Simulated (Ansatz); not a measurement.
**Mg2TeS: a single-point run**

The task is a single-point run on Mg2TeS. The structure is shown as the input types it. The cell is built on a prototype (ordering on rocksalt) and needn't be the phase found in nature.

Program: Ansatz 0.2.0. Level of theory: density functional or hybrid calculation with the settings of its input, plane waves. These are calculated values, not measurements.

4 further runs of the same task are left out: 4 that didn't finish.

### 1 Starting point

The structure is trigonal, space group R-3m (No. 166). The conventional cell has a = 3.948 Å, b = 3.948 Å, c = 19.403 Å, α = 90.00°, β = 90.00°, γ = 120.00°. Around S (site symmetry -3m) lie 6 Mg at 2.70 Å. Te (site symmetry -3m) is surrounded by 6 Mg at 2.90 Å. Mg (site symmetry 3m) has 3 S at 2.70 Å and 3 Te at 2.90 Å as nearest neighbours.

Structure file:

```
S Te Mg
1.0
     1.97411    1.13975    6.46765
    -1.97411    1.13975    6.46765
     0.00000   -2.27951    6.46765
S Te Mg
1 1 2
Direct
  0.00000 0.00000 0.00000
  0.50000 0.50000 0.50000
  0.25865 0.25865 0.25865
  0.74135 0.74135 0.74135
```

### 2 The run

Input file input.yaml:

```yaml
crystal:
  lattice:
    - [1.9741106305, 1.139753304, 6.4676540055]
    - [-1.9741106305, 1.139753304, 6.4676540055]
    - [0.0, -2.2795066078, 6.4676540055]
  atoms:
    - { symbol: S, position: [1.0, 0.0, 0.0] }
    - { symbol: Te, position: [0.5, 0.5, 0.5] }
    - { symbol: Mg, position: [0.2586497307, 0.2586497307, 0.2586497307] }
    - { symbol: Mg, position: [0.7413502693, 0.7413502693, 0.7413502693] }
kpoints:
  mp_grid: { grid: [6, 6, 6] }
hamiltonian:
  xc: r2scan
scf:
  occupations: { method: cold, width: 1.5 }
  n_extra_bands: 5
output:
  forces: true
  stress: true
  eigenvalues: true
```

The run is started by

```
ansatz run input.yaml --threads 4 --pin off --max-ram 3686MiB --backend cpu --events-out ev --progress --plain --runs-dir out
```

Q: Will this input give a usable result? If not, why, and what should change?

The program finished normally, with warnings (rising crossing taken). Its log warns: «the Fermi level jumped to and fro: from 7.626538 eV (rising_crossing) to 9.079032 eV (stationary_minimum) at iteration 5 ...»

In the input, scf.occupations.width is 1.5. Occupations are smeared over electronvolts, wider than many features of the bands.

Run again and compare: set scf.occupations.width to 0.001.
